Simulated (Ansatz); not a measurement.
Predict the output of the script below (Ansatz 0.2.0 through its Python package).

Script `tcpt3_drho.py`:
```python
"""Density of TcPt3 less that of its sublattices."""

import warnings

import ansatz as az
import numpy as np

vectors0 = np.array([
    [-1.938788, 1.938788, 3.968287],
    [1.938788, -1.938788, 3.968287],
    [1.938788, 1.938788, -3.968287],
])
sites = [
    ("Tc", (0.0, 0.0, 0.0)),
    ("Pt", (0.75, 0.25, 0.5)),
    ("Pt", (0.25, 0.75, 0.5)),
    ("Pt", (0.5, 0.5, 0.0)),
]


def build(cell):
    crystal = az.Crystal(lattice=az.Lattice.of(cell))
    for symbol, position in sites:
        crystal = crystal.atom(symbol, position)
    return crystal


def main() -> None:
    warnings.simplefilter("ignore", az.DeckWarning)

    # same cell, cutoff and mesh for the crystal and its parts
    def solve(crystal):
        return (
            crystal.calculation()
            .functional(az.Functional.PBESOL)
            .occupations("methfessel_paxton")
            .basis(550, grid_basis="typed")
            .kpoints(8, 8, 8)
            .density()
            .run(threads=1)
        )


    whole = solve(build(vectors0))
    difference = whole.density().channels[0].density_e_per_ang3.copy()
    binding = whole.report["free_energy_ev"]
    for element in ["Tc", "Pt"]:
        part = az.Crystal(lattice=az.Lattice.of(vectors0))
        for symbol, position in sites:
            if symbol == element:
                part = part.atom(symbol, position)
        alone = solve(part)
        difference -= alone.density().channels[0].density_e_per_ang3
        binding -= alone.report["free_energy_ev"]
        print(f"{element} sublattice: {alone.report['n_electrons']:g} electrons, {alone.report['n_iterations']} iterations")

    voxel = abs(np.linalg.det(vectors0)) / difference.size
    print(f"energy of the crystal less its unpolarised sublattices: {binding / len(sites):.4f} eV/atom")
    print(f"net charge of the difference {difference.sum() * voxel:.5f} e, charge rearranged {0.5 * np.abs(difference).sum() * voxel:.3f} e")
    print(f"extremes {difference.min():.4f} and {difference.max():.4f} e/A^3")
    for (symbol, position) in sites:
        index = tuple(int(round(p * n)) % n for p, n in zip(position, difference.shape))
        print(f"  change of the pseudo-density at the grid point nearest {symbol}: {difference[index]:+.4f} e/A^3")


if __name__ == "__main__":
    main()
```

```console
$ python tcpt3_drho.py
Tc sublattice: 15 electrons, 10 iterations
Pt sublattice: 54 electrons, 7 iterations
energy of the crystal less its unpolarised sublattices: -2.5310 eV/atom
net charge of the difference 0.00000 e, charge rearranged 0.943 e
extremes -0.4595 and 0.2259 e/A^3
  change of the pseudo-density at the grid point nearest Tc: +0.0168 e/A^3
  change of the pseudo-density at the grid point nearest Pt: -0.0254 e/A^3
  change of the pseudo-density at the grid point nearest Pt: -0.0254 e/A^3
  change of the pseudo-density at the grid point nearest Pt: +0.0058 e/A^3
```

Reading the output:
- The mesh is modest for a metal, so energies can be off by several to tens of meV an atom and pressures by half a GPa or more; differences at equal mesh fare better.
- Spin-orbit coupling, which matters for elements this heavy, is left out.
- Densities and potentials on the grid are those of the valence electrons, and inside the cores they hang on the potentials used.
- This cell is a computed structure, which may not be the phase found in nature.
- Charge moved counts every rearrangement, bonding and polarisation too, and is no transfer between atoms; the bare sublattices are artificial references. Values near the nuclei depend on the potentials.
- Hardware and time: 17 s on 1 thread of Arm Neoverse V2, on a shared host, peak memory 0.51 GiB.
